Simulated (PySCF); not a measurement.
# GaSe⁻: basis, grid and Hamiltonian

Which parts of the numerical set-up matter for GaSe⁻? Each run edits the base script.

Program: PySCF 2.14.0. Level of theory: each script names its method and basis. These are calculated values, not measurements.

1 further run of the same task is left out (it didn't finish).

### 1 Where the work starts

GaSe⁻: 2 atoms, charge -1, spin multiplicity 1.

Bond lengths: Ga1–Se2 2.420 Å.

### 2 The run that the others are compared with

input.py reads:

```python
from pyscf import gto, scf

mol = gto.M(
    atom='Ga 0 0 0; Se 0 0 2.42',
    basis='sbkjc',
    ecp={'Ga': 'sbkjc', 'Se': 'sbkjc'},
    charge=-1,
    spin=0,
    verbose=4,
)
mf = scf.UHF(mol)
mf.kernel()
mf.mulliken_pop()
mf.dip_moment()
print('orbital energies (hartree):', [e[max(0, n-3):n+3].round(4) for e, n in zip(mf.mo_energy, mol.nelec)])
```

Started as:

```console
> OMP_NUM_THREADS=1 python input.py
```

Its log is not repeated here.

Base result: E(SCF) = -266.382369 Eh, 13 cycles.

The bond length is a typed value, not an optimised one. The dipole of an ion depends on the origin.

### 3 Cc-pvdz-dk (core potential off, X2C on)

Edit 1 changes basis set: sbkjc → cc-pvdz-dk; core potential: on → off; spin-free X2C: off → on. The core potential changes with it: totals don't compare.

input.py reads:

```python
from pyscf import gto, scf

mol = gto.M(
    atom='Ga 0 0 0; Se 0 0 2.42',
    basis='cc-pvdz-dk',
    charge=-1,
    spin=0,
    verbose=4,
)
mf = scf.UHF(mol)
mf = mf.sfx2c1e()
mf.kernel()
mf.analyze()
print('orbital energies (hartree):', [e[max(0, n-3):n+3].round(4) for e, n in zip(mf.mo_energy, mol.nelec)])
```

Started as:

```console
> OMP_NUM_THREADS=1 python input.py
```

### 4 Ano-rcc-vdzp (core potential off, X2C on)

Edit 2 changes basis set: sbkjc → ano-rcc-vdzp; core potential: on → off; spin-free X2C: off → on. The core potential changes with it: totals don't compare.

input.py reads:

```python
from pyscf import gto, scf

mol = gto.M(
    atom='Ga 0 0 0; Se 0 0 2.42',
    basis='ano-rcc-vdzp',
    charge=-1,
    spin=0,
    verbose=4,
)
mf = scf.UHF(mol)
mf = mf.sfx2c1e()
mf.kernel()
mf.analyze()
print('orbital energies (hartree):', [e[max(0, n-3):n+3].round(4) for e, n in zip(mf.mo_energy, mol.nelec)])
```

### 5 Density fitting def2-universal-jkfit

Edit 3 changes density fitting: none → def2-universal-jkfit.

Changes to input.py since step 2:

```diff
@@ -11,2 +11,3 @@
 mf = scf.UHF(mol)
+mf = mf.density_fit(auxbasis='def2-universal-jkfit')
 mf.kernel()
```

**Question.** What will these runs give? Wanted: for each run, E(SCF); from base; gap.

**Answer**, as computed:

```tsv
run	E(SCF) (hartree)	from base (eV)	cycles	gap (eV)	functions
base	-266.382369	0	13	8.72	39
cc-pvdz-dk (core potential off, X2C on)	-4370.182574	not comparable	13	8.55	54
ano-rcc-vdzp (core potential off, X2C on)	-4370.389473	not comparable	10	8.95	54
density fitting def2-universal-jkfit	-266.382329	+0.0011	13	8.72	39
```

In words: The dearest run is “ano-rcc-vdzp (core potential off, X2C on)”, at 9.2 s against 1.1 s.
